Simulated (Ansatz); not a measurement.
**Si2BH7O2: up Jacob's ladder to CCSD(T)**

How much do the methods differ for Si2BH7O2? The plan is to run it at one geometry with functionals of several rungs and with coupled cluster. The yardstick is the atomisation energy at the CCSD(T) limit.

The runs use Ansatz 0.2.0, Gaussian basis; functionals in def2-TZVPP, the program's frozen cores in correlated methods.

The runs, in order: PBE-D4, r2SCAN-D4, PBE0-D4, B3LYP-D4, ωB97X-V, ωB97M-V, B2PLYP; CCSD(T)/def2-TZVPP; MP2/def2-QZVPP; extrapolation to the limit.

### 1 The relaxed structure

All runs share one geometry, relaxed beforehand with PBE0-D4/def2-TZVP.

SMILES `BO[SiH](O)[SiH3]`, 12 atoms, charge 0, spin multiplicity 1.

Atoms are counted from 1 here; the program's logs count them from 0.

Bond lengths: B1–O2 1.346 Å, B1–H6 1.198 Å, B1–H7 1.205 Å, O2–Si3 1.663 Å, Si3–O4 1.639 Å, Si3–Si5 2.343 Å, Si3–H8 1.487 Å, O4–H9 0.959 Å, Si5–H10 1.488 Å, Si5–H11 1.487 Å, Si5–H12 1.486 Å. Angles: O2–B1–H6 118.4°, O2–B1–H7 120.1°, H6–B1–H7 121.5°, B1–O2–Si3 131.8°, O2–Si3–O4 109.5°, O2–Si3–Si5 112.3°, O2–Si3–H8 104.4°, O4–Si3–Si5 106.5°, O4–Si3–H8 110.5°, Si5–Si3–H8 113.7°, Si3–O4–H9 118.4°, Si3–Si5–H10 108.5°, Si3–Si5–H11 110.1°, Si3–Si5–H12 111.2°, H10–Si5–H11 108.6°, H10–Si5–H12 109.1°, H11–Si5–H12 109.3°.

Geometry (Å):

```xyz
12
BH7O2Si2
B    -0.8171    1.9630   -0.4317
O    -1.3094    0.8376    0.1183
Si   -0.6345   -0.6609    0.3706
O    -0.4435   -0.9113    1.9793
Si    1.4951   -0.8482   -0.5893
H    -1.5152    2.9367   -0.4602
H     0.3000    1.9752   -0.8844
H    -1.6294   -1.6135   -0.1899
H    -1.2275   -1.0143    2.5217
H     1.9798   -2.2412   -0.3935
H     1.4242   -0.5726   -2.0492
H     2.4546    0.0943    0.0424
```

### 2 PBE-D4 (GGA)

File in.yaml:

```yaml
crystal:
  periodic: [false, false, false]
  atoms:
    - {symbol: B, position_ang: [-0.817147, 1.963001, -0.431690]}
    - {symbol: O, position_ang: [-1.309423, 0.837615, 0.118303]}
    - {symbol: Si, position_ang: [-0.634483, -0.660925, 0.370553]}
    - {symbol: O, position_ang: [-0.443473, -0.911296, 1.979348]}
    - {symbol: Si, position_ang: [1.495103, -0.848240, -0.589288]}
    - {symbol: H, position_ang: [-1.515231, 2.936728, -0.460185]}
    - {symbol: H, position_ang: [0.300021, 1.975172, -0.884433]}
    - {symbol: H, position_ang: [-1.629403, -1.613506, -0.189901]}
    - {symbol: H, position_ang: [-1.227451, -1.014267, 2.521734]}
    - {symbol: H, position_ang: [1.979802, -2.241215, -0.393529]}
    - {symbol: H, position_ang: [1.424176, -0.572583, -2.049241]}
    - {symbol: H, position_ang: [2.454609, 0.094314, 0.042429]}
basis:
  gaussian: {orbitals: def2-TZVPP}
hamiltonian: {xc: pbe, dispersion: d4}
output: {forces: true, orbitals: {seedname: orbitals}}
```

Run with:

```sh
> ansatz run in.yaml --threads 4 --pin off --events-out ev --progress --plain --max-ram 10444MiB
```

The runs that follow: r2SCAN-D4 (meta-GGA); PBE0-D4 (hybrid); B3LYP-D4 (hybrid); ωB97X-V (range-separated); ωB97M-V (range-separated); B2PLYP (double hybrid); CCSD(T) in def2-TZVPP; MP2 in def2-QZVPP.

Q: Predict the results of all the runs planned. Wanted: atomisation energy, CCSD(T)/CBS; farthest; mean size of error, hybrid; mean size of error, range-separated; gap, smallest and largest; T1 diagnostic; triples share of the correlation energy.

**Answer**, as computed:

| quantity | value |
| --- | --- |
| atomisation energy, CCSD(T)/CBS | 4265.0 kJ/mol |
| functionals within 21.3 kJ/mol (0.5 %) | PBE-D4, r2SCAN-D4, B3LYP-D4, ωB97X-V, ωB97M-V |
| farthest | PBE0-D4 (-58.4 kJ/mol) |
| mean size of error, hybrid | 35.0 kJ/mol |
| mean size of error, range-separated | 7.8 kJ/mol |
| gap, smallest and largest | 5.05 eV (PBE-D4), 11.85 eV (ωB97X-V) |
| T1 diagnostic | 0.0136 |
| triples share of the correlation energy | 3.4 % |

**Reading.** PBE-D4 misses by -6.5 kJ/mol, or 0.6 kJ/mol for each of 11 bonds. Double hybrids carry the basis error of their MP2 part in triple zeta, and no dispersion term here, so their miss is partly the set-up's. The reference freezes the cores and leaves out relativity and excitations past (T), so misses under about 21.3 kJ/mol can't be ranked. Hartree-Fock recovers 75 % of the binding; the rest is correlation. Orbital gaps span 5.1 to 11.8 eV; exact exchange widens them.
